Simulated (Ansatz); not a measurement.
# C2H3FSi: small, medium and large basis sets

Aim: see how fast density functionals and correlated methods converge with the basis set for C2H3FSi.

Program: Ansatz 0.2.0, Gaussian basis. Level of theory: one geometry, several basis sets. These are calculated values, not measurements.

Levels to be run: PBE0-D4/def2-SVP; ωB97M-V/def2-SVP; PBE0-D4/def2-QZVPP; ωB97M-V/def2-QZVPP; CCSD(T)/cc-pV(D+d)Z; CCSD(T)/cc-pV(T+d)Z; CCSD(T)/cc-pV(Q+d)Z; the functionals' def2-TZVPP values are taken from earlier runs.

### 1 The geometry

An earlier PBE0-D4/def2-TZVP relaxation fixed the geometry.

SMILES `C#C[SiH2]F`, 7 atoms, charge 0, spin multiplicity 1.

Atoms are counted from 1 here; the program's logs count them from 0.

Bond lengths: C1–C2 1.206 Å, C1–H5 1.066 Å, C2–Si3 1.817 Å, Si3–F4 1.595 Å, Si3–H6 1.478 Å, Si3–H7 1.478 Å. Angles: C2–C1–H5 179.8°, C1–C2–Si3 178.5°, C2–Si3–F4 109.2°, C2–Si3–H6 109.8°, C2–Si3–H7 109.8°, F4–Si3–H6 108.2°, F4–Si3–H7 108.2°, H6–Si3–H7 111.7°.

Coordinates:

```
atom    x (Å)    y (Å)    z (Å)
  C1  -0.3275  -1.8395  -0.6388
  C2  -0.1227  -0.7155  -0.2534
 Si3   0.2078   0.9607   0.3640
  F4  -0.4118   2.0242  -0.6512
  H5  -0.5107  -2.8320  -0.9831
  H6  -0.4409   1.1460   1.6795
  H7   1.6668   1.1880   0.4371
```

### 2 PBE0-D4 in def2-SVP

Input file in.yaml:

```yaml
crystal:
  periodic: [false, false, false]
  atoms:
    - {symbol: C, position_ang: [-0.327461, -1.839520, -0.638759]}
    - {symbol: C, position_ang: [-0.122713, -0.715474, -0.253383]}
    - {symbol: Si, position_ang: [0.207811, 0.960740, 0.364021]}
    - {symbol: F, position_ang: [-0.411777, 2.024184, -0.651169]}
    - {symbol: H, position_ang: [-0.510663, -2.832014, -0.983144]}
    - {symbol: H, position_ang: [-0.440934, 1.145990, 1.679525]}
    - {symbol: H, position_ang: [1.666836, 1.187993, 0.437111]}
basis:
  gaussian: {orbitals: def2-SVP}
hamiltonian: {xc: pbe0, dispersion: d4}
output: {orbitals: {seedname: orbitals}}
```

The run is started by

```bash
ansatz run in.yaml --threads 2 --pin off --events-out ev --progress --plain --max-ram 32768MiB --backend cpu
```

After this run come: ωB97M-V in def2-SVP; PBE0-D4 in def2-QZVPP; ωB97M-V in def2-QZVPP; CCSD(T) in cc-pV(D+d)Z; CCSD(T) in cc-pV(T+d)Z; CCSD(T) in cc-pV(Q+d)Z.

Before running them: what should the planned runs give, taken together? Wanted: MP2 correlation recovered, cc-pV(D+d)Z; MP2 correlation recovered, cc-pV(T+d)Z; MP2 correlation recovered, cc-pV(Q+d)Z; difference of two CCSD(T) limits: def2 sets; PBE0-D4: double and triple zeta above quadruple; ωB97M-V: double and triple zeta above quadruple.

The runs gave:

```
                                                                   quantity          value
                                     MP2 correlation recovered, cc-pV(D+d)Z         69.9 %
                                     MP2 correlation recovered, cc-pV(T+d)Z         88.3 %
                                     MP2 correlation recovered, cc-pV(Q+d)Z         95.1 %
difference of two CCSD(T) limits: def2 sets (earlier runs) less this series          2 meV
                            PBE0-D4: double and triple zeta above quadruple  9.32, 0.55 eV
                            ωB97M-V: double and triple zeta above quadruple  9.46, 0.50 eV
```

**Reading.** For PBE0-D4 the step from double to triple zeta gains 8.78 eV and the next only 0.55 eV. Correlation climbs from 70 % (cc-pV(D+d)Z) to 95 % (cc-pV(Q+d)Z) of the limit; Hartree-Fock is 0.153 eV from its own by then. A limit from the def2 sets, made apart, differs by 2 meV, a least measure of the doubt on such a limit. These are total energies; as a rule much of such shifts cancels in differences, which this series doesn't test. The LUMO of ωB97M-V is positive and keeps falling with the basis (1.51 to 0.91 eV): an unbound level that the basis holds in place.
